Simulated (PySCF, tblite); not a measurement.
# CH₇NO₃Si, a small molecule taken as a stand-in for a surface group (hydroxylated Si): NMR shifts, core binding energies and electronic excitations, part 2 of 2

tblite 0.8.0 and PySCF 2.14.0. Atoms count from 0, parts from 1. The steps go on from the part before.

### 5 Core-electron binding energies: SCAN, X2C

What the job is given:

```
{"job": {"kind": "xps", "holes": 5}, "charge": 0, "multiplicity": 1}
O     -1.499539    -1.365476    -0.790447
Si     0.026140    -0.754953    -0.565302
O      0.825848    -0.928448    -1.999944
O      0.594780    -1.655911     0.709386
N      0.205504     0.899819    -0.198602
C     -0.104315     1.527728     1.060576
H     -1.812083    -1.920366    -0.070320
H      0.470984    -1.625889    -2.558526
H      1.447681    -1.376598     1.053826
H      0.346007     1.533526    -0.976327
H     -1.068069     2.070724     1.060927
H      0.678969     2.241670     1.371046
H     -0.165027     0.760332     1.847708
```

Level: delta-SCF UKS SCAN, pcX-2 on the ionised atom, pcseg-1 elsewhere, spin-free X2C.

Output:

```text
ground state, core basis on atom 0 (O), 154 functions
  cycle   1  E = -612.72171740  |g| = 1.22e+00
  cycle   2  E = -612.27493730  |g| = 1.97e+00
  cycle   3  E = -612.98861210  |g| = 1.58e-01
  cycle   4  E = -612.99203398  |g| = 8.48e-02
  cycle   5  E = -612.99347369  |g| = 1.46e-02
  cycle   6  E = -612.99349422  |g| = 8.57e-03
  cycle   7  E = -612.99351186  |g| = 2.88e-03
  cycle   8  E = -612.99351113  |g| = 9.44e-04
  cycle   9  E = -612.99351360  |g| = 1.17e-04
  E(ground) = -613.04076741 Eh
hole in O 1s of atom 0
  cycle   1  E = -592.39782390  |g| = 2.22e+00
  cycle   2  E = -590.48119020  |g| = 2.54e+00
  cycle   3  E = -592.81913186  |g| = 9.24e-01
  cycle   4  E = -593.13377114  |g| = 4.08e-01
  cycle   5  E = -593.19517412  |g| = 1.45e-01
  cycle   6  E = -593.20181231  |g| = 7.11e-02
  cycle   7  E = -593.20365801  |g| = 1.29e-02
  cycle   8  E = -593.20371869  |g| = 5.06e-03
  cycle   9  E = -593.20372809  |g| = 2.21e-03
  cycle  10  E = -593.20373102  |g| = 1.05e-03
  cycle  11  E = -593.20372963  |g| = 3.15e-04
  E(ion) = -593.25189071 Eh   <S^2> = 0.7615   hole on atom = 1.000   binding energy = 538.483 eV
ground state, core basis on atom 1 (Si), 165 functions
  cycle   1  E = -613.08212181  |g| = 3.00e-01
  cycle   2  E = -613.08081777  |g| = 1.30e-01
  cycle   3  E = -613.08041159  |g| = 1.32e-01
  cycle   4  E = -613.08352262  |g| = 2.22e-02
  cycle   5  E = -613.08360463  |g| = 3.44e-03
  cycle   6  E = -613.08360894  |g| = 7.83e-04
  cycle   7  E = -613.08360721  |g| = 1.54e-04
  E(ground) = -613.09207429 Eh
hole in Si 2p of atom 1
  cycle   1  E = -608.79038987  |g| = 1.25e+00
  cycle   2  E = -608.60291997  |g| = 1.23e+00
  cycle   3  E = -609.03021307  |g| = 4.02e-01
  cycle   4  E = -609.09510709  |g| = 1.00e-01
  cycle   5  E = -609.09806120  |g| = 3.63e-02
  cycle   6  E = -609.09856732  |g| = 1.28e-02
  cycle   7  E = -609.09861532  |g| = 7.22e-03
  cycle   8  E = -609.09863733  |g| = 1.10e-03
  cycle   9  E = -609.09863824  |g| = 4.02e-04
  E(ion) = -609.11710894 Eh   <S^2> = 0.7513   hole on atom = 1.003   binding energy = 108.164 eV
  2p3/2 = 107.981 eV   2p1/2 = 108.606 eV
ground state, core basis on atom 2 (O), 154 functions
  cycle   1  E = -612.99380718  |g| = 1.02e-01
  cycle   2  E = -612.99319956  |g| = 7.51e-02
  cycle   3  E = -612.99366441  |g| = 5.58e-02
  cycle   4  E = -612.99420184  |g| = 5.97e-03
  cycle   5  E = -612.99421002  |g| = 1.29e-03
  cycle   6  E = -612.99420959  |g| = 3.17e-04
  E(ground) = -613.04075361 Eh
hole in O 1s of atom 2
  cycle   1  E = -592.39799416  |g| = 2.22e+00
  cycle   2  E = -590.32283145  |g| = 2.53e+00
  cycle   3  E = -592.82146226  |g| = 9.19e-01
  cycle   4  E = -593.14111759  |g| = 3.74e-01
  cycle   5  E = -593.19246900  |g| = 1.47e-01
  cycle   6  E = -593.20010710  |g| = 6.90e-02
  cycle   7  E = -593.20186747  |g| = 1.32e-02
  cycle   8  E = -593.20192662  |g| = 4.48e-03
  cycle   9  E = -593.20193563  |g| = 1.28e-03
  cycle  10  E = -593.20193553  |g| = 5.35e-04
  cycle  11  E = -593.20193645  |g| = 2.20e-04
  E(ion) = -593.24981018 Eh   <S^2> = 0.7615   hole on atom = 1.000   binding energy = 538.539 eV
ground state, core basis on atom 3 (O), 154 functions
  cycle   1  E = -612.99254250  |g| = 1.19e-01
  cycle   2  E = -612.99008190  |g| = 1.41e-01
  cycle   3  E = -612.99333585  |g| = 4.18e-02
  cycle   4  E = -612.99363960  |g| = 7.32e-03
  cycle   5  E = -612.99365101  |g| = 2.00e-03
  cycle   6  E = -612.99364963  |g| = 3.03e-04
  E(ground) = -613.04030366 Eh
hole in O 1s of atom 3
  cycle   1  E = -592.39297729  |g| = 2.22e+00
  cycle   2  E = -590.52093987  |g| = 2.56e+00
  cycle   3  E = -592.83804022  |g| = 9.04e-01
  cycle   4  E = -593.13696603  |g| = 3.81e-01
  cycle   5  E = -593.19418922  |g| = 1.09e-01
  cycle   6  E = -593.19835379  |g| = 4.66e-02
  cycle   7  E = -593.19913076  |g| = 1.49e-02
  cycle   8  E = -593.19920947  |g| = 4.15e-03
  cycle   9  E = -593.19921694  |g| = 1.32e-03
  cycle  10  E = -593.19921951  |g| = 4.89e-04
  E(ion) = -593.24656761 Eh   <S^2> = 0.7616   hole on atom = 1.000   binding energy = 538.615 eV
ground state, core basis on atom 4 (N), 154 functions
  cycle   1  E = -612.97591713  |g| = 9.67e-02
  cycle   2  E = -612.97437686  |g| = 1.12e-01
  cycle   3  E = -612.97651464  |g| = 3.12e-02
  cycle   4  E = -612.97668534  |g| = 8.53e-03
  cycle   5  E = -612.97669614  |g| = 8.89e-04
  cycle   6  E = -612.97669609  |g| = 1.65e-04
  E(ground) = -613.02425910 Eh
hole in N 1s of atom 4
  cycle   1  E = -597.40980959  |g| = 1.87e+00
  cycle   2  E = -596.77173462  |g| = 2.08e+00
  cycle   3  E = -598.04781042  |g| = 4.27e-01
  cycle   4  E = -598.08470246  |g| = 2.62e-01
  cycle   5  E = -598.10925800  |g| = 4.99e-02
  cycle   6  E = -598.11005425  |g| = 1.73e-02
  cycle   7  E = -598.11015661  |g| = 7.06e-03
  cycle   8  E = -598.11017438  |g| = 1.76e-03
  cycle   9  E = -598.11017726  |g| = 8.74e-04
  cycle  10  E = -598.11017674  |g| = 3.25e-04
  E(ion) = -598.15652809 Eh   <S^2> = 0.7646   hole on atom = 1.000   binding energy = 404.572 eV
```

Run time: 42 s. Hardware: 1 thread of Arm Neoverse V1, shared host; peak memory 0.58 GiB.

The holes in one table. −ε is the ground-state orbital energy:

```
       hole  stands for                  environment  ΔSCF (eV; 2p as the shell's mean)  −ε (eV)   ⟨S²⟩
  O1s on O0          O0       oxygen bonded to Si, H                             538.48    516.4  0.762
Si2p on Si1         Si1     silicon bonded to N, 3 O                             108.19     96.9  0.751
  O1s on O2          O2       oxygen bonded to Si, H                             538.54    516.4  0.761
  O1s on O3          O3       oxygen bonded to Si, H                             538.61    516.6  0.762
  N1s on N4          N4  nitrogen bonded to C, Si, H                             404.57    385.5  0.765
```

With the spin-orbit splitting: Si1 2p3/2 107.98, 2p1/2 108.61 eV. The table gives each 2p level as the mean over the whole 2p shell (two parts 2p3/2, one part 2p1/2), which differs a little from the single hole in the log.

### 6 Ultraviolet spectrum: CAM-B3LYP/def2-SVPD

Same as in step 5 but for these lines:

```diff
@@ -1,2 +1,2 @@
-{"job": {"kind": "xps", "holes": 5}, "charge": 0, "multiplicity": 1}
+{"job": {"kind": "uv", "xc": "CAM-B3LYP", "basis": "def2-SVPD", "nstates": 6, "ntriplets": 2, "ip": true}, "charge": 0, "multiplicity": 1}
 O     -1.499539    -1.365476    -0.790447
```

Method: TDDFT CAM-B3LYP/def2-SVPD, vertical, gas phase, core orbitals frozen in the response.

Output:

```text
coarse grid: 11376 points
cycle   1  E = -611.6845449168  dE =  7.445e-01  |g| = 1.071e+00  |ddm| = 4.827e+00
cycle   2  E = -611.5960631500  dE =  8.848e-02  |g| = 1.304e+00  |ddm| = 2.958e+00
cycle   3  E = -611.9004721104  dE = -3.044e-01  |g| = 6.421e-02  |ddm| = 1.479e+00
cycle   4  E = -611.9010367473  dE = -5.646e-04  |g| = 3.710e-02  |ddm| = 1.068e-01
cycle   5  E = -611.9013210558  dE = -2.843e-04  |g| = 7.104e-03  |ddm| = 4.140e-02
cycle   6  E = -611.9013321615  dE = -1.111e-05  |g| = 1.027e-03  |ddm| = 1.084e-02
cycle   7  E = -611.9013324060  dE = -2.445e-07  |g| = 5.286e-04  |ddm| = 2.527e-03
final grid: 105360 points
cycle   8  E = -612.0020472030  dE = -2.724e-05  |g| = 2.762e-03  |ddm| = 4.008e-02
cycle   9  E = -612.0020474909  dE = -2.879e-07  |g| = 2.708e-03  |ddm| = 8.211e-03
cycle  10  E = -612.0020491511  dE = -1.660e-06  |g| = 3.234e-04  |ddm| = 2.773e-03
cycle  11  E = -612.0020491696  dE = -1.848e-08  |g| = 1.781e-04  |ddm| = 6.257e-04
cycle  12  E = -612.0020491763  dE = -6.721e-09  |g| = 3.166e-05  |ddm| = 2.496e-04
cycle  13  E = -612.0020491765  dE = -2.194e-10  |g| = 1.066e-05  |ddm| = 7.415e-05
converged SCF energy = -612.0020491765

Static polarisability (au): isotropic 55.853, principal 51.764 53.480 62.315

Singlet excitations
state   eV       nm        f      main configurations
  1   6.1097    202.9   0.00538   H->L 0.84
  2   7.1791    172.7   0.00751   H->L+1 0.50, H->L+3 0.30, H->L 0.10
  3   7.3216    169.3   0.00578   H->L+3 0.37, H->L+1 0.34, H->L+4 0.22
  4   7.7108    160.8   0.04791   H->L+2 0.81
  5   7.9945    155.1   0.01936   H-1->L 0.79
  6   8.1932    151.3   0.01699   H->L+4 0.47, H->L+3 0.14, H-2->L 0.10

Triplet excitations (Tamm-Dancoff, eV): 5.9217 7.0481
Vertical ionisation energy (delta-SCF) = 9.3495 eV
```

Wall time 64 s (1 thread of Arm Neoverse V1, shared host); peak memory 0.95 GiB.

The orbitals next to the gap, with their largest atomic shares:

```
orbital      eV                       atoms
 HOMO−3  -11.28   O3 51 %, O2 16 %, N4 10 %
 HOMO−2  -10.92   O0 54 %, O2 24 %, Si1 7 %
 HOMO−1  -10.66   O2 39 %, O3 36 %, O0 11 %
   HOMO   -8.45   N4 59 %, C5 13 %, H10 6 %
   LUMO    0.57  Si1 35 %, O3 11 %, O0 11 %
 LUMO+1    1.52   O2 20 %, C5 16 %, O3 13 %
 LUMO+2    1.86   O0 30 %, O3 25 %, H6 16 %
```

With each of the 6 states as a Gaussian band of 0.4 eV half-width at 1/e, the curve within the window shown has maxima at 203 nm (ε 220), 159 nm (ε 2,800) L/(mol cm). Beyond the last state computed it falls off for lack of states. The curve at chosen wavelengths:

nm, ε (L/mol/cm) and a bar:
```
      146        600 ######
      149       1209 #############
      152       1906 ####################
      155       2496 ###########################
      159       2809 ##############################
      162       2585 ############################
      165       2087 ######################
      168       1533 ################
      171       1067 ###########
      174        721 ########
      178        399 ####
      181        240 ##
      184        142 #
      187        100 #
      190        100 #
      193        127 #
      197        179 ##
      200        208 ##
      203        218 ##
      206        207 ##
      209        179 ##
      212        142 #
      216         93 #
      219         62 
      222         39 
      225         23
```

Further results of this job:

```
           property  computed
  dipole moment (D)      1.23
polarisability (Å³)      8.28
 HOMO–LUMO gap (eV)      9.02
      −ε(HOMO) (eV)      8.45
```

### 7 Summary of results

What follows sums up all 2 parts.

```
                                quantity                                         value
                             point group                                            C1
    rotational constants (main isotopes)                          3.78, 2.18, 2.03 GHz
  ¹³C shifts against TMS (PBE0/pcSseg-1)                                      28.8 ppm
   ¹H shifts against TMS (PBE0/pcSseg-1)  2.65, 2.51, 2.42, 1.63, 1.55, 1.13, 0.40 ppm
  ¹⁷O shifts against H2O (PBE0/pcSseg-1)                          51.5, 48.9, 46.6 ppm
 ²⁹Si shifts against TMS (PBE0/pcSseg-1)                                     -54.2 ppm
  ¹⁵N shifts against NH3 (PBE0/pcSseg-1)                                      26.3 ppm
   surface potential, 1st and 99th percentile                            -1.53 V and 2.18 V
        O1s binding energies, SCAN/pcX-2            O3 538.61, O2 538.54, O0 538.48 eV
       Si2p binding energies, SCAN/pcX-2                                 Si1 108.19 eV
        N1s binding energies, SCAN/pcX-2                                  N4 404.57 eV
    lowest singlet (CAM-B3LYP/def2-SVPD)                   6.11 eV (203 nm), f = 0.005
brightest single state of those computed                   state 4, 7.71 eV, f = 0.048
                          lowest triplet                                       5.92 eV
       vertical ionisation energy (ΔSCF)                                       9.35 eV
```

What this shows: The optimisation took 10 steps and gained 0.187 eV; among the close pairs (by a distance rule), O0–Si1 changed most, from 1.615 to 1.659 Å (PBE0/def2-SVP). O3 (oxygen bonded to Si, H) binds its O1s electron 0.13 eV more tightly than O0 (oxygen bonded to Si, H). The lowest singlet, at 6.11 eV, is HOMO→LUMO 0.84 and is weak; of the 6 states computed, the strongest absorption comes from state 4 at 7.71 eV. The lowest triplet lies 0.19 eV below the lowest singlet (triplets in Tamm-Dancoff, singlets in full TDDFT). ΔSCF puts the ionisation energy at 9.35 eV, 0.90 eV above −ε(HOMO). A capped cluster stands for the solid here, so long-range fields and strain are missing, and bands or shifts of the capping hydrogens have no counterpart in it.
